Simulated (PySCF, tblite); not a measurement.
# C₆H₈F₂Si: geometry, infrared bands and NMR shifts

Wanted: the infrared bands and NMR shifts of C₆H₈F₂Si (`C[C@@]1(F)C=CC(F)=C[SiH2]1`), by calculation.

Computed with tblite 0.8.0 and PySCF 2.14.0, with density-fitted response routines of our own, on a single molecule in the gas phase. Atoms are numbered from 0 throughout.

### 1 The starting structure

17 atoms, charge 0, multiplicity 1; geometry from: force field or distance geometry start.

Bonds of the start (Å): C0–C1 1.52, C1–F2 1.37, C1–C3 1.46, C3–C4 1.29, C4–C5 1.44, C5–F6 1.38, C5–C7 1.29, C7–Si8 1.83, Si8–C1 1.86, C0–H9 1.10, C0–H10 1.12, C0–H11 1.12, C3–H12 1.12, C4–H13 1.12, C7–H14 1.08, Si8–H15 1.48, Si8–H16 1.48.

### 2 Relaxing the molecule with GFN2-xTB

Job settings and geometry (Å):

```
{"job": {"kind": "relax", "xc": "GFN2-xTB", "basis": "xTB"}, "charge": 0, "multiplicity": 1}
C     -2.116300     0.072900     0.498300
C     -0.944200    -0.041700    -0.465900
F     -1.407000    -0.226900    -1.746400
C     -0.136100     1.175400    -0.429500
C      1.107500     1.375500    -0.169700
C      2.124100     0.411000     0.149400
F      3.437800     0.756600     0.390900
C      1.808200    -0.832500     0.227800
Si     0.131400    -1.501400    -0.060800
H     -2.496100    -0.894000     0.848200
H     -1.777000     0.722600     1.351200
H     -2.926900     0.641500    -0.019700
H     -0.731500     2.105000    -0.644400
H      1.467400     2.430300    -0.223200
H      2.579600    -1.548300     0.475200
H     -0.376900    -2.289000     1.084900
H      0.249200    -2.345000    -1.276200
```

The run is started by

```console
> OMP_NUM_THREADS=1 python probes_run.py task.json out
```

One launch serves the whole session: the jobs run in the order shown.

**Question.** This job is followed by: GFN2-xTB harmonic vibrations, gas phase; GIAO PBE0/pcSseg-1 NMR shielding, non-relativistic, gas phase. Predict these results of the whole session: strongest single infrared mode (GFN2-xTB); zero-point energy (GFN2-xTB); 13C shifts against TMS (PBE0/pcSseg-1); 1H shifts against TMS (PBE0/pcSseg-1, means over atoms taken as alike); 19F shifts against CFCl3 (PBE0/pcSseg-1); 29Si shifts against TMS (PBE0/pcSseg-1).

As calculated:

```
                                                              quantity                                      value
                             strongest single infrared mode (GFN2-xTB)                      2257 cm⁻¹, 349 km/mol
                                          zero-point energy (GFN2-xTB)                              74.6 kcal/mol
                                13C shifts against TMS (PBE0/pcSseg-1)  175.5, 153.8, 125.4, 93.4, 91.8, 28.8 ppm
1H shifts against TMS (PBE0/pcSseg-1, means over atoms taken as alike)     6.71, 5.78, 5.23, 4.99, 4.34, 1.55 ppm
                              19F shifts against CFCl3 (PBE0/pcSseg-1)                          -60.0, -206.3 ppm
                               29Si shifts against TMS (PBE0/pcSseg-1)                                  -39.9 ppm
```

In words: The optimisation took 104 steps and gained 0.698 eV; among the close pairs (by a distance rule), C1–Si8 changed most, from 1.858 to 1.929 Å. All 45 modes are real, so the xTB geometry is a minimum. The strongest single mode, at 2257 cm⁻¹, moves mainly H15. GFN2-xTB is a fitted tight-binding method: band positions and strengths are rough. Its intensities can rank the bands wrongly. At PBE0/pcSseg-1: The largest span, 214 ppm, is at C3, where the paramagnetic term is -224 ppm.
